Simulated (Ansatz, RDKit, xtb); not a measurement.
**C3H8BrClSi: ranking a sample of isomers**

Which of a sample of isomers of C3H8BrClSi is the most stable in the gas at 298.15 K, and what are its properties? The sample is small against all isomers, and the most stable one of this formula need not be in it.

Plan: many cheap relaxations first (GFN2-xTB), then density-functional screening, relaxation at r2SCAN-D4/def2-SVP, vibrations (at GFN2-xTB) and a final energy. The numbers are computed, not measured.

## (1) Drawing up candidates

Isomers were taken from a list of plausible structures; this is a sample, not all of them. That gives 4 candidates.

```tsv
label	SMILES	spin
c218	C[Si@H](Cl)CCBr	singlet
c411	CCC[Si@H](Cl)Br	singlet
c453	ClCCC[SiH2]Br	singlet
c524	C[SiH](C)[C@H](Cl)Br	singlet
```

Candidates are built by distance geometry, with a force field where one applies, in up to four conformers (letters a to d).

Q: Predict the outcome of this search (final energies at CCSD(T)/def2-SVP + MP2/def2-TZVPP - MP2/def2-SVP).

| quantity | value |
| --- | --- |
| lowest structure found | CCC[Si@H](Cl)Br, singlet |
| next finalist | ClCCC[SiH2]Br, singlet, 36.2 kcal/mol higher in G |
| share at equilibrium, among the finalists | 100.0 % |

The search ends on `CCC[Si@H](Cl)Br`. Among the finalists first place is clear (36.2 kcal/mol); structures outside the list aren't covered. r2SCAN-D4/def2-SVP, relaxed, HF/def2-SVP and MP2/def2-SVP already put its bonding pattern lowest among the structures in one piece. 4 minima inside the window were never screened. Lowest found is not proven lowest: the search is finite, and each finalist counts with one conformer. Only 4 drawn patterns were tried, so whole families of isomers are missing, and the result ranks this sample alone.
